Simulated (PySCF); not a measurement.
# The bond of GeBr, level by level

One table from this session's results is given with a row withheld; the runs are named, their logs left out.

Computed with PySCF 2.14.0. Level: Ge def2-TZVPPD, Br def2-TZVPPD, no relativity.

Set-up of the first run:

A driver script around PySCF takes these settings:

```json
{"atoms": "Ge, Br", "charge": "0", "basis": "Ge def2-TZVPPD, Br def2-TZVPPD", "Hamiltonian": "no relativity", "basis functions": "111", "electrons treated": "67", "masses in u": "73.9212, 78.9183", "levels": "PBE0, PBE, r²SCAN, PBEsol, PW91, TPSS, TPSSh, B97-3, ωB97M-V, HF, MP2, SCS-MP2, CCSD, CCSD(T)", "grid": "80 radial by 434 angular points", "occupations": "held fixed by the projection of orbital angular momentum", "dissociation limit": "Ge + Br, each in its ground configuration", "starting distance in angstrom": "2.275", "values of 2S to try": "1, 3"}
```

Launch:

```sh
$ OMP_NUM_THREADS=2 python dia.py task.json out
```

Steps of the session up to this table: Set-up; PBE0 along the bond; Excited determinants; PBE (GGA); r²SCAN (meta-GGA); PBEsol; PW91 (GGA); TPSS (meta-GGA); TPSSh (hybrid meta-GGA); B97-3 (global hybrid GGA); ωB97M-V; UHF (mean field); Adding correlation.

One of the session's tables, all rows but one given; the rest of the session is left out.

It belongs to the step «The curves together». Energy (eV) from each level's lowest point:

```
R (Å)    UHF  UHF-MP2  UHF-SCS-MP2  UHF-CCSD  UHF-CCSD(T)
2.006  1.161    0.977        1.033       n/a          n/a
2.099  0.533    0.410        0.449     0.447        0.453
2.192  0.183    0.113        0.135     0.134        0.137
2.262  0.050    0.017        0.028     0.027        0.028
2.332  0.000    0.000        0.000     0.000        0.000
2.402      ?        ?            ?         ?            ?
2.495  0.098    0.167        0.145     0.148        0.144
2.612  0.282    0.393        0.357     0.362        0.355
2.752  0.568    0.722        0.670     0.678        0.667
2.938  0.995    1.194        1.127       n/a          n/a
```

**Question.** Estimate the row for R (Å) = 2.402.

Worked estimate for «UHF». A straight line through the neighbours (2.332, 0.000) and (2.495, 0.098) gives 0.000 + (0.098 − 0.000) × (2.402 − 2.332) / (2.495 − 2.332) = 0.042; a parabola fitted to 4 rows on both sides gives 0.018.

As computed: UHF: 0.012; UHF-MP2: 0.043; UHF-SCS-MP2: 0.033; UHF-CCSD: 0.034; UHF-CCSD(T): 0.033. In «UHF» the line misses by +0.030 and the parabola by +0.006.
